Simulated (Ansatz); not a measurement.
**Mg: stress in a strained cell**

Mg is deformed so: zz strain of -3 %. What stress and forces result, by LAPW, PAW and all-electron datasets made for the crystal?

Computed with Ansatz 0.2.0 (DFT PBEsol, scalar-relativistic, unless a step's input says otherwise).

## 1. The starting structure

It takes space group P6_3/mmc (No. 194, hexagonal). Conventional cell: a = 3.209 Å, b = 3.209 Å, c = 5.210 Å, α = 90.00°, β = 90.00°, γ = 120.00°. Around Mg (site symmetry -6m2) lie 12 Mg at 3.20 to 3.21 Å.

Coordinates:

```
Mg
1.0
     3.20927    0.00000    0.00000
    -1.60464    2.77931    0.00000
     0.00000    0.00000    5.21033
Mg
2
Direct
  0.33333 0.66667 0.25000
  0.66667 0.33333 0.75000
```

Atoms are numbered in the order of the input: Mg1, Mg2.

## 2. The deformed structure

Space group P6_3/mmc before, P6_3/mmc after.

## 3. LAPW, all electrons

input.yaml reads:

```yaml
crystal:
  lattice:
    - [3.2092715325, 0.0, 0.0]
    - [-1.6046357662, 2.7793106748, 0.0]
    - [0.0, 0.0, 5.0540201]
  atoms:
    - { symbol: Mg, position: [0.3333333333, 0.6666666667, 0.25] }
    - { symbol: Mg, position: [0.6666666667, 0.3333333333, 0.75] }
kpoints:
  mp_grid: { grid: [12, 12, 7] }
  band_path:
    path:
      - [0.0, 0.0, 0.0]
      - [0.5, 0.0, 0.0]
      - [0.3333333333, 0.3333333333, 0.0]
      - [0.0, 0.0, 0.0]
      - [0.0, 0.0, 0.5]
      - [0.5, 0.0, 0.5]
      - [0.3333333333, 0.3333333333, 0.5]
      - [0.0, 0.0, 0.5]
      - [0.5, 0.0, 0.5]
    npoints: 5
scf:
  occupations: { method: fermi_dirac, width: 0.08 }
hamiltonian:
  xc: pbesol
  pseudopotentials: { kind: all_electron, lapw: { basis_error: 0.0005 } }
output:
  forces: true
  stress: true
  eigenvalues: true
```

Started as:

```
$ ansatz run input.yaml --threads 1 --pin off --max-ram 3072MiB --backend cpu --events-out ev --progress --plain --runs-dir out
```

## 4. PAW on the default files

input.yaml reads:

```yaml
crystal:
  lattice:
    - [3.2092715325, 0.0, 0.0]
    - [-1.6046357662, 2.7793106748, 0.0]
    - [0.0, 0.0, 5.0540201]
  atoms:
    - { symbol: Mg, position: [0.3333333333, 0.6666666667, 0.25] }
    - { symbol: Mg, position: [0.6666666667, 0.3333333333, 0.75] }
kpoints:
  mp_grid: { grid: [12, 12, 7] }
scf:
  occupations: { method: fermi_dirac, width: 0.08 }
hamiltonian:
  xc: pbesol
  pseudopotentials: { kind: paw }
output:
  forces: true
  stress: true
  eigenvalues: true
  efg: { contact_densities: true }
```

## 5. Datasets made for this crystal

Edit input.yaml of step 4 so:

```diff
@@ -14,3 +14,3 @@
   xc: pbesol
-  pseudopotentials: { kind: paw }
+  pseudopotentials: { kind: all_electron, datasets: crystal }
 output:
```

(Steps that only read results are left out.)

What does the calculation give? Wanted: pressure; largest shear or deviatoric stress.

As calculated:

```
                                 quantity                                              value
                                 pressure  LAPW -0.05, PAW -0.03, crystal datasets -0.05 GPa
largest shear or deviatoric stress (LAPW)                                           0.63 GPa
```

In words: The largest part of the stress beyond the pressure is 0.63 GPa in size, in the zz component; the atoms are carried along and not relaxed. No run of the undeformed cell stands beside it, so the pressure holds what the given cell had before the change. PAW: stress within 0.02 GPa of LAPW. Crystal datasets: stress within 0.01 GPa of LAPW.
